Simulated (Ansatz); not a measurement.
**YGeF, relaxed**

Aim: in YGeF, a known structure type filled with other elements, at an estimated volume, relax cell and atoms, then read levels, charges and fields where it ends.

All numbers below are computed with Ansatz 0.2.0 (DFT, r2SCAN, no spin polarisation, plane waves, PAW).

### Step 1. The system as given

The structure is tetragonal, space group I4/mmm (No. 139). The conventional cell has a = 3.986 Å, b = 3.986 Å, c = 15.021 Å, α = 90.00°, β = 90.00°, γ = 90.00°. Ge (site symmetry 4mm) is surrounded by 4 F at 2.85 Å and 5 Y at 2.86 to 2.96 Å. Around F (site symmetry mmm) lie 4 F at 2.82 Å and 4 Ge at 2.85 Å and 4 Y at 3.20 Å. Around Y (site symmetry 4mm) lie 5 Ge at 2.86 to 2.96 Å and 4 F at 3.20 Å.

Symmetry-reduced, conventional setting; the input below types the cell that was run:

```cif
data_structure
_symmetry_space_group_name_H-M 'I4/mmm'
_symmetry_Int_Tables_number 139
_cell_length_a 3.9862
_cell_length_b 3.9862
_cell_length_c 15.0215
_cell_angle_alpha 90.000
_cell_angle_beta 90.000
_cell_angle_gamma 90.000
_cell_volume 238.69
loop_
_atom_site_label
_atom_site_type_symbol
_atom_site_symmetry_multiplicity
_atom_site_Wyckoff_symbol
_atom_site_fract_x
_atom_site_fract_y
_atom_site_fract_z
_atom_site_occupancy
Ge1 Ge 4 e 0.50000 0.50000 0.63600 1
F1 F 4 c 0.00000 0.50000 0.00000 1
Y1 Y 4 e 0.50000 0.50000 0.83300 1
```

The first density is read from a saved solution for the starting cell.

### Step 2. Relaxing

input.yaml

```yaml
crystal:
  lattice:
    - [0.0, 3.98624, 0.0]
    - [3.98624, 0.0, 0.0]
    - [1.99312, 1.99312, -7.51075]
  atoms:
    - { symbol: Ge, position: [0.136, 0.136, 0.728] }
    - { symbol: Ge, position: [0.864, 0.864, 0.272] }
    - { symbol: F, position: [0.5, 0.0, 0.0] }
    - { symbol: F, position: [0.0, 0.5, 0.0] }
    - { symbol: "Y", position: [0.333, 0.333, 0.334] }
    - { symbol: "Y", position: [0.667, 0.667, 0.666] }
  symmetry: { tolerance: 0.0003 }
kpoints:
  mp_grid: { grid: [7, 7, 7], shift: [0, 0, 0] }
magnetization:
  spin_polarized: false
scf:
  occupations: { method: fermi_dirac, width: 0.0757 }
  lower_state_search: "off"
hamiltonian:
  pseudopotentials: { kind: paw }
  xc: r2scan
basis:
  ecutwfc: 500
  fft_grid_basis: typed
relax:
  max_steps: 60
  cell: { p_target: 0.0 }
output:
  forces: true
  stress: true
  eigenvalues: true
  bader: true
  populations: true
  elf: true
  write_potential: true
  volumetric_format: npy
  dos:
    e_range: [-12, 8]
    de: 0.05
    projected: { site_lists: { F: [F], Ge: [Ge], "Y": ["Y"] } }
checkpoint:
  read: saved_state
```

On the command line:

```
$ ansatz run input.yaml --threads 2 --pin off --max-ram 3584MiB --backend cpu --events-out ev --progress --plain --runs-dir out
```

The log of the run, cut to the lines that bear on the results:

```text
Warning: RAYON_NUM_THREADS=2 ignored (pool sized by the plan → 2); use --threads N
[...]
Pseudopotentials: kind: paw
Pseudopotential: Ge, paw, valence charge 14, recommended cutoff 500 eV (meta_gga), Ge.paw.azcp
Pseudopotential: F, paw, valence charge 7, recommended cutoff 500 eV (meta_gga), F.paw.azcp
Pseudopotential: Y, paw, valence charge 11, recommended cutoff 500 eV (meta_gga), Y.paw.azcp
Functional definition: r2SCAN
[...]
Crystal: 6 atoms, lattice volume = 119.347 Å³
Basis set: ecut = 500 eV, 3011 PW (Γ), exchange–correlation on 120×120×240 points (64 copies of the dense FFT grid, shifted against one another)
Bands: 39, of which v1, the nominal top of the filled ones, is band 32 counted from 1 (31 counted from 0)
Symmetry: 16 space group operations
Space group: I4/mmm (ITA 139), of the structure as read, at distance tolerance 1.5e-3 Å
k-points: 40 of 343
[...]
SCF iter   1: F=-17944.855634 eV  HF=-17944.849989 eV  |F-HF|=5.64e-3  |Δ(HF+E_count)|=         —  Δρ=1.65e-3  dr2=9.98e-4  dr2_τ=8.05e-4  ethr=1.54e-6  ⟨swp⟩=3.0  Hψ=9313  notcnv=0
[...]
relax step   1: F+E_penalty+E_count = -17944.85629373 eV  Δ(F+E_penalty+E_count) = +0.000e0 eV  max|allowed force component| = 2.076e0 eV/Å  Δτ_max = 0.0000 Å  P = +0.051 GPa  Ω = 119.347 Å³  (6 SCF iters, dr2 threshold 1.00e-7 eV, accepted)
[...]
relax step   4: F+E_penalty+E_count = -17947.97663210 eV  Δ(F+E_penalty+E_count) = -7.701e-1 eV  max|allowed force component| = 1.244e0 eV/Å  Δτ_max = 0.1913 Å  P = -2.375 GPa  Ω = 115.748 Å³  energy of the carried Pulay correction = +1.372e-3 eV  (9 SCF iters, dr2 threshold 6.00e-7 eV, accepted)
relax step   5: F+E_penalty+E_count = -17948.63389850 eV  Δ(F+E_penalty+E_count) = -6.573e-1 eV  max|allowed force component| = 1.307e0 eV/Å  Δτ_max = 0.1977 Å  P = -2.493 GPa  Ω = 114.423 Å³  energy of the carried Pulay correction = +1.888e-3 eV  (9 SCF iters, dr2 threshold 6.00e-7 eV, accepted)
```

### Step 3. More of the same log

Output, continued:

```text
relax step   6: F+E_penalty+E_count = -17949.33770269 eV  Δ(F+E_penalty+E_count) = -7.038e-1 eV  max|allowed force component| = 1.513e0 eV/Å  Δτ_max = 0.1950 Å  P = -2.440 GPa  Ω = 112.780 Å³  energy of the carried Pulay correction = +2.536e-3 eV  (10 SCF iters, dr2 threshold 6.00e-7 eV, accepted)
relax step   7: F+E_penalty+E_count = -17950.10686959 eV  Δ(F+E_penalty+E_count) = -7.692e-1 eV  max|allowed force component| = 1.504e0 eV/Å  Δτ_max = 0.1965 Å  P = -2.137 GPa  Ω = 110.842 Å³  energy of the carried Pulay correction = +3.312e-3 eV  (8 SCF iters, dr2 threshold 6.00e-7 eV, accepted)
relax step   8: F+E_penalty+E_count = -17950.76670334 eV  Δ(F+E_penalty+E_count) = -6.598e-1 eV  max|allowed force component| = 9.555e-1 eV/Å  Δτ_max = 0.1955 Å  P = -1.202 GPa  Ω = 109.027 Å³  energy of the carried Pulay correction = +4.051e-3 eV  (8 SCF iters, dr2 threshold 6.00e-7 eV, accepted)
relax step   9: F+E_penalty+E_count = -17951.26143594 eV  Δ(F+E_penalty+E_count) = -4.947e-1 eV  max|allowed force component| = 2.340e-1 eV/Å  Δτ_max = 0.1950 Å  P = -0.327 GPa  Ω = 107.527 Å³  energy of the carried Pulay correction = +4.671e-3 eV  (8 SCF iters, dr2 threshold 6.00e-7 eV, accepted)
relax step  10: F+E_penalty+E_count = -17951.43827398 eV  Δ(F+E_penalty+E_count) = -1.768e-1 eV  max|allowed force component| = 1.600e-1 eV/Å  Δτ_max = 0.0224 Å  P = +0.036 GPa  Ω = 105.123 Å³  energy of the carried Pulay correction = +5.681e-3 eV  (7 SCF iters, dr2 threshold 6.00e-7 eV, accepted)
relax step  11: F+E_penalty+E_count = -17951.39308625 eV  Δ(F+E_penalty+E_count) = +4.519e-2 eV  max|allowed force component| = 1.138e0 eV/Å  Δτ_max = 0.0614 Å  P = -0.081 GPa  Ω = 104.451 Å³  energy of the carried Pulay correction = +5.968e-3 eV  (9 SCF iters, dr2 threshold 6.00e-7 eV, rejected (line search))
relax step  12: F+E_penalty+E_count = -17951.45576996 eV  Δ(F+E_penalty+E_count) = -1.750e-2 eV  max|allowed force component| = 5.859e-2 eV/Å  Δτ_max = 0.0080 Å  P = -0.087 GPa  Ω = 104.717 Å³  energy of the carried Pulay correction = +5.854e-3 eV  (12 SCF iters, accepted)
relax step  13: F+E_penalty+E_count = -17951.45848687 eV  Δ(F+E_penalty+E_count) = -2.717e-3 eV  max|allowed force component| = 1.558e-2 eV/Å  Δτ_max = 0.0100 Å  P = +0.146 GPa  Ω = 104.141 Å³  energy of the carried Pulay correction = +6.100e-3 eV  (6 SCF iters, dr2 threshold 6.00e-7 eV, accepted)
relax step  14: F+E_penalty+E_count = -17951.45862889 eV  Δ(F+E_penalty+E_count) = -1.420e-4 eV  max|allowed force component| = 3.548e-3 eV/Å  Δτ_max = 0.0030 Å  P = -0.027 GPa  Ω = 104.396 Å³  energy of the carried Pulay correction = +5.991e-3 eV  (6 SCF iters, dr2 threshold 1.25e-7 eV, accepted)
Basis set: ecut = 500 eV, 2633 PW (Γ), exchange–correlation on 108×108×256 points (64 copies of the dense FFT grid, shifted against one another)
Initial wavefunctions: pseudopotential atomic-orbital guess (no wavefunctions were taken with the density)
iter 1 solved again at ethr=1.32e-7 eV; its pass at ethr=3.10e-3 eV (dr2=8.44e-5 eV) is discarded
SCF iter   1: F=-17951.452105 eV  HF=-17951.451932 eV  |F-HF|=1.72e-4  |Δ(HF+E_count)|=         —  Δρ=4.76e-4  dr2=2.16e-5  dr2_τ=1.29e-4  ethr=1.32e-7  ⟨swp⟩=3.4  Hψ=10214  notcnv=0
preconditioner: auto → LDOS  [metal: Δε(μ)=0.022 eV  Ē_g=19.886 eV  σ=0.076 eV  W_gap=0.07  n_scr=26 (ndim 8)  ℏωp=28.2 eV  f_vac=0.012  D(μ)=3.45/eV (n_scr^D=26)  β→1.0]
SCF iter   2: F=-17951.452107 eV  HF=-17951.452111 eV  |F-HF|=3.50e-6  |Δ(HF+E_count)|=   1.78e-4  Δρ=7.60e-5  dr2=2.75e-6  dr2_τ=2.08e-7  ethr=3.37e-8  ⟨swp⟩=2.0  Hψ=2916  notcnv=0
SCF iter   3: F=-17951.452105 eV  HF=-17951.452107 eV  |F-HF|=1.73e-6  |Δ(HF+E_count)|=   4.01e-6  Δρ=4.48e-5  dr2=1.23e-6  dr2_τ=1.12e-7  ethr=4.29e-9  ⟨swp⟩=2.0  Hψ=2765  notcnv=0
SCF iter   4: F=-17951.452106 eV  HF=-17951.452106 eV  |F-HF|=2.50e-7  |Δ(HF+E_count)|=   5.64e-7  Δρ=1.90e-5  dr2=2.01e-7  dr2_τ=1.26e-8  ethr=1.92e-9  ⟨swp⟩=2.0  Hψ=2534  notcnv=0
SCF iter   5: F=-17951.452106 eV  HF=-17951.452106 eV  |F-HF|=1.16e-8  |Δ(HF+E_count)|=   9.03e-8  Δρ=3.19e-6  dr2=6.05e-9  dr2_τ=3.70e-10  ethr=3.15e-10  ⟨swp⟩=2.0  Hψ=2601  notcnv=0
SCF iter   6: F=-17951.452106 eV  HF=-17951.452106 eV  |F-HF|=3.49e-10  |Δ(HF+E_count)|=   4.69e-9  Δρ=7.57e-7  dr2=6.14e-10  dr2_τ=1.86e-11  ethr=9.46e-12  ⟨swp⟩=2.0  Hψ=2683  notcnv=0
SCF iter   7: F=-17951.452106 eV  HF=-17951.452106 eV  |F-HF|=5.82e-11  |Δ(HF+E_count)|=  1.46e-11  Δρ=1.99e-7  dr2=9.34e-11  dr2_τ=4.15e-12  ethr=1.00e-12  ⟨swp⟩=2.0  Hψ=2719  notcnv=0
SCF iter   8: F=-17951.452106 eV  HF=-17951.452106 eV  |F-HF|=0.00e0  |Δ(HF+E_count)|=    0.00e0  Δρ=6.36e-8  dr2=3.80e-12  dr2_τ=3.54e-13  ethr=1.00e-12  ⟨swp⟩=5.8  Hψ=6456  notcnv=0
SCF 15 converged in 8 iterations: F = -17951.452106 eV  dr2 = 3.80e-12
relax step  15: F+E_penalty+E_count = -17951.45210605 eV  Δ(F+E_penalty+E_count) = +6.523e-3 eV  max|allowed force component| = 5.811e-3 eV/Å  Δτ_max = 0.0000 Å  P = -0.015 GPa  Ω = 104.396 Å³  stress off target by 3.19e-2 GPa  SCF on the basis re-selected at this cell (its energy is not comparable with the rows above)  (8 SCF iters)
basis re-selected at this cell: Δ(F+E_penalty+E_count) = +6.523e-3 eV, ΔP = +0.011 GPa vs the last step (what re-selecting the basis moved, of the pressure what is left beyond the Pulay correction that the steps carried, after the strain that the cell walked since its last selection, with what the two solves' SCF thresholds leave and, on support functions, any second-order correction that the steps lacked; it is no measure of the basis error at this ecutwfc). The dense FFT grid was sized anew with the basis: this SCF ran on 27×27×64 points, the steps before it on 30×30×60, so part of this shift can come from that change (see relax.cell in the input reference). This SCF's stress stands 3.19e-2 GPa from its target on what of the cell is left free (relax.cell.stress_tol is 5.00e-2 GPa) and its largest allowed force component is 5.81e-3 eV/Å (relax.f_tol is 1.00e-2 eV/Å): within both
SCF converged after 8 iterations
Free energy (F): -17951.452106 eV
Harris-Foulkes:  -17951.452106 eV  (|F-HF|=0.00e0)
Internal energy: -17951.386736 eV  (E = F + TS)
E sigma→0 (E₀):  -17951.419421 eV
Entropy (-TS):   -0.065370 eV (-10.895 meV/atom)
Fermi energy:    11.691934 eV
--- Per-component energies (eV) ---
  E_band       = -483.598459
  E_kinetic    = 1252.277582
  E_local      = -6700.052233  (includes V_loc(G=0)·N_el)
  E_nonlocal   = 1081.983278
  E_hartree    = 2767.637105
  E_xc         = -636.427816
  E_vxc        = -817.132140  (∫ρ·V_xc dr)
  E_paw        = -10155.187696  (= ΣΔE_a)
  E_vpaw       = -884.800121  (= ΣTr[D̂ρ^β])
  E_aug_tail   = 0.002112  (compensation charges beyond the density's cutoff)
  E_vtau       = 48.848812  (kinetic-family band-sum trace: ∫τ·v_τ [+ j·A + Jᵃ·Aᵃ] dr)
  E_ewald      = -5559.076846
  E_core_change = -2.542221  (= ΣΔE_core)
  E_smearing   = -0.065370  (= −TS)
  E_closure    = -0.000000  (closes the sum)
  Σ components = -17951.452106   (vs F -17951.452106, Δ=0.00e0)
--- Forces (eV/Å), atoms counted from 1 ---
  atom   1  Ge     0.00000000    -0.00000000     0.00025821
  atom   2  Ge    -0.00000000     0.00000000    -0.00025821
  atom   3  F      0.00000000     0.00000000     0.00000000
  atom   4  F     -0.00000000     0.00000000     0.00000000
  atom   5  Y      0.00000000     0.00000000    -0.00581115
  atom   6  Y     -0.00000000    -0.00000000     0.00581115
  max |Σ_I F_I| component: 8.67e-19 eV/Å
--- Stress (GPa, compression-positive) ---
       -0.031867       0.000000       0.000000
        0.000000      -0.031867       0.000000
        0.000000       0.000000       0.017411
  P = ⅓ Tr σ = -0.0154 GPa (-0.154 kbar)
--- Band table (eV; the first three rows and the last of 40) ---
  k-point 0: bands = ["-33.4251", "-33.3716", "-16.6240", "-15.4765", "-13.3558", "-13.3264", "-13.2551", "-13.2369", "-13.2369", "-13.2303", "-13.2194", "-13.2194", "-13.1980", "-13.1961", "-12.6756", "-12.6756", "-12.6136", "-12.6136", "-12.5337", "-12.4145", "-0.2012", "2.6692", "2.7080", "2.7080", "3.4318", "5.0317", "5.0317", "5.3313", "8.6878", "10.3900", "10.3900", "11.2787", "12.0565", "12.7182", "13.9439", "14.0946", "14.6729", "14.6729", "15.0776"]
  k-point 1: bands = ["-33.4251", "-33.3717", "-16.6240", "-15.4765", "-13.3558", "-13.3264", "-13.2527", "-13.2370", "-13.2370", "-13.2303", "-13.2189", "-13.2189", "-13.1984", "-13.1961", "-12.6795", "-12.6795", "-12.6100", "-12.6100", "-12.5472", "-12.4032", "-0.2110", "2.7075", "2.7075", "2.7291", "3.4319", "5.0315", "5.0315", "5.2248", "8.8356", "10.4048", "10.4048", "11.1435", "11.9872", "12.8121", "13.4769", "14.5845", "14.5845", "14.6068", "15.0836"]
  k-point 2: bands = ["-33.4249", "-33.3718", "-16.6238", "-15.4765", "-13.3558", "-13.3264", "-13.2472", "-13.2372", "-13.2372", "-13.2303", "-13.2180", "-13.2180", "-13.1993", "-13.1961", "-12.6871", "-12.6871", "-12.6032", "-12.6032", "-12.5721", "-12.3833", "-0.2324", "2.7062", "2.7062", "2.8773", "3.4323", "4.9845", "5.0309", "5.0309", "9.1906", "10.4389", "10.4389", "10.8780", "11.8709", "12.8798", "12.9859", "14.4097", "14.4097", "15.0983", "15.3630"]
  k-point 39: bands = ["-33.3820", "-33.3360", "-16.1934", "-16.1394", "-13.3365", "-13.3094", "-13.2601", "-13.2544", "-13.2528", "-13.2490", "-13.2448", "-13.2218", "-13.2218", "-13.2084", "-12.9100", "-12.8532", "-12.8220", "-12.4622", "-12.4592", "-12.4539", "2.2046", "2.5838", "3.5242", "3.5423", "3.5531", "3.9279", "4.5435", "5.5826", "6.8737", "7.3970", "9.4626", "9.9231", "11.4426", "11.5628", "14.4607", "15.0030", "15.4607", "15.9125", "15.9167"]
--- Relaxed structure (14 steps of the walk, 13 accepted, 1 SCFs on fresh bases) ---
  F+E_penalty+E_count = -17951.45210605 eV   max|allowed force component| = 5.811e-3 eV/Å   (the final SCF, on the basis selected at the relaxed cell)
  cell:  # Å, volume = 104.3962 Å³
    - [-3.069901461039546e-33, 3.6515805886976453, 3.2648158395182474e-34]
    - [3.6515805886976453, -2.0953295686460393e-33, -4.093201948052728e-34]
    - [1.8257902943488227, 1.8257902943488227, -7.829299863684044]
  atoms:
    - { symbol: Ge, position: [0.2138414107061884, 0.2138414107061884, 0.5723171785876231] }
    - { symbol: Ge, position: [0.7861585892938115, 0.7861585892938115, 0.4276828214123767] }
    - { symbol: F, position: [0.49999999999999994, 2.595353534531002e-19, -5.190707069062065e-19] }
    - { symbol: F, position: [2.5953535345310337e-19, 0.49999999999999994, -5.190707069062068e-19] }
    - { symbol: Y, position: [0.397673840270281, 0.397673840270281, 0.20465231945943796] }
    - { symbol: Y, position: [0.6023261597297191, 0.6023261597297191, 0.7953476805405618] }
--- Löwdin populations: 6 sites ---
  site symbol       q [e]
     0     Ge     14.2806
     1     Ge     14.2806
     2      F      7.4596
     3      F      7.4596
     4      Y     10.1741
     5      Y     10.1741
  spilling = 0.002679 (of n_electrons = 64.000000)
--- Bader charges: 6 sites ---
  site symbol  charge [e]  shift [e]
     0     Ge     -0.9415     0.0000
     1     Ge     -0.9416     0.0000
     2      F     -0.8566     0.0000
     3      F     -0.8566     0.0000
     4      Y      1.7981     0.0000
     5      Y      1.7981     0.0000
  estimated error of the sums over rays = 4.1e-4 e
```

Wall time 3.9 min (2 threads of Arm Neoverse V2, shared host); peak memory 0.74 GiB.

Step by step:

```tsv
step	energy from step 1 (eV/cell)	largest force component (eV/Å)	pressure (GPa)	volume (Å³)
1	0.0000	2.0756	0.05	119.35
2	-1.3806	1.9440	-1.91	119.06
3	-2.3502	1.5513	-2.29	117.51
4	-3.1203	1.2443	-2.38	115.75
5	-3.7776	1.3070	-2.49	114.42
6	-4.4814	1.5132	-2.44	112.78
7	-5.2506	1.5042	-2.14	110.84
8	-5.9104	0.9555	-1.20	109.03
9	-6.4051	0.2340	-0.33	107.53
10	-6.5820	0.1600	0.04	105.12
11x	-6.5368	1.1377	-0.08	104.45
12	-6.5995	0.0586	-0.09	104.72
13	-6.6022	0.0156	0.15	104.14
14	-6.6023	0.0035	-0.03	104.40
15	-6.5958	0.0058	-0.02	104.40
```

Step 1 is the start. Step 15 repeats the geometry before on a plane-wave basis chosen anew for that cell, so the energy can jump there without any move; the table keeps such jumps. 1 step was tried and not accepted (marked x).

| input's cell | before | after | change |
| --- | --- | --- | --- |
| a (Å) | 3.986 | 3.652 | -8.4 % |
| b (Å) | 3.986 | 3.652 | -8.4 % |
| c (Å) | 8.022 | 8.244 | +2.8 % |
| α (°) | 75.61 | 77.20 | +1.59° |
| β (°) | 75.61 | 77.20 | +1.59° |
| volume (Å³/atom) | 19.89 | 17.40 | -12.5 % |

The largest move, 1.22 Å, apart from the change of the cell, is shared by several atoms, Ge1 among them.

### Step 4. States by energy

States per cell by energy window, from dos.tsv and pdos.tsv (tetrahedra; eV from the Fermi level):

```tsv
from	to	total	F p	Ge s	Ge p	Y d
-8.0	-7.0	3.28	2.10	0.72	0.14	0.24
-7.0	-6.0	2.37	1.98	0.22	0.08	0.06
-6.0	-5.0	0.00	0.00	0.00	0.00	0.00
-5.0	-4.0	0.46	0.00	0.02	0.35	0.08
-4.0	-3.0	1.74	0.04	0.08	1.26	0.22
-3.0	-2.0	2.51	0.04	0.10	1.58	0.63
-2.0	-1.0	1.44	0.02	0.05	0.91	0.41
-1.0	0.0	1.74	0.02	0.08	0.66	0.86
0.0	1.0	3.29	0.08	0.07	0.81	2.12
1.0	2.0	1.21	0.03	0.07	0.23	0.82
```

The bands computed are complete only to about 3.0 eV above the Fermi level.

### Step 5. Charges

By element, from the tables in the log (a charge is positive for electrons lost): Löwdin charges also hold the electrons that the projection spills.

```tsv
element	atoms	Bader charge (e)	Bader volume (Å³)	Löwdin charge (e)
Ge	2	-0.94	24.7	-0.28
F	2	-0.86	12.5	-0.46
Y	2	+1.80	15.0	+0.83
```

The Löwdin projection spills 0.3 % of the electrons and depends on the orbitals chosen; where it disagrees with Bader's partition, neither is an observable.

### Step 6. Fields in real space

Maps in the plane spanned by a and b at height 0.572 along c (axes of the input's cell), one cell: a runs left to right (11 points from zero), b bottom to top (11 points), 90° apart. Inside the augmentation spheres the fields are the smooth ones.

Valence density. Ten steps from '0' (0.10 e/Å³) to '9' (41.10 e/Å³), finer at the low end (step k begins (100^(k/10) - 1)/99 of the way up):
```
00000000000
00000000000
00000000100
00000000000
00000000000
01111000000
12442100000
15984100000
25994100000
13552100000
01211000000
```

ELF. Values, 11 rows by 11 columns:
```
0.47 0.43 0.39 0.40 0.45 0.47 0.50 0.54 0.56 0.53 0.49
0.39 0.29 0.25 0.26 0.31 0.43 0.57 0.63 0.63 0.62 0.53
0.36 0.18 0.12 0.13 0.22 0.42 0.59 0.64 0.64 0.63 0.56
0.37 0.24 0.19 0.20 0.27 0.42 0.58 0.63 0.64 0.63 0.54
0.45 0.42 0.39 0.39 0.43 0.46 0.52 0.58 0.59 0.57 0.50
0.48 0.39 0.36 0.36 0.41 0.49 0.46 0.42 0.42 0.43 0.47
0.39 0.31 0.16 0.19 0.35 0.41 0.43 0.27 0.22 0.31 0.45
0.35 0.11 0.01 0.02 0.19 0.36 0.39 0.20 0.13 0.26 0.40
0.34 0.08 0.01 0.01 0.16 0.36 0.39 0.19 0.12 0.25 0.39
0.38 0.24 0.08 0.11 0.31 0.39 0.42 0.24 0.18 0.29 0.43
0.45 0.38 0.34 0.35 0.39 0.48 0.45 0.37 0.36 0.39 0.47
```

Atoms within 0.2 Å of the plane, in fractions of a and b: Ge at (0.21, 0.21).

At the density minimum on some short contacts:

```tsv
contact	length (Å)	minimum at (fraction)	density (e/Å³)	ELF
F3–F4	2.582	0.50	0.116	0.03
Ge1–Ge2	2.820	0.50	0.267	0.52
Ge1–Y5	2.879	0.53	0.256	0.28
```

### Step 7. Outcome

| quantity | value |
| --- | --- |
| moves | 12 |
| energy gained | 1100.4 meV/atom |
| largest move | 1.22 Å (Ge) |
| space group (0.01 Å), before / after | I4/mmm / I4/mmm |
| cell | a = 3.652 Å, b = 3.652 Å, c = 8.244 Å, α = 77.20°, β = 77.20°, γ = 90.00° |
| volume | 17.40 Å³/atom (-12.5 %) |
| pressure at the end | -0.02 GPa |
| character | metal |
| density of states, mean within 0.25 eV of the Fermi level | 3.6 per eV per cell |
| Bader charges | Ge -0.94, F -0.86, Y +1.80 e |

The volume shrank by 12.5 %, and the largest move of an atom is 1.22 Å apart from the change of the cell; the energy fell by 1100.4 meV per atom. The shape changed more than that tells: the edges moved by -8, -8, +3 %. With 16 symmetry operations imposed, the end may be a saddle point towards distortions that break them. It is a metal; within 0.25 eV of the Fermi level the density of states averages 3.6 per eV per cell, mostly Y d (60 %) and Ge p (28 %). By Bader's partition Y gives up most (+1.80 e) and Ge takes most (-0.94 e).
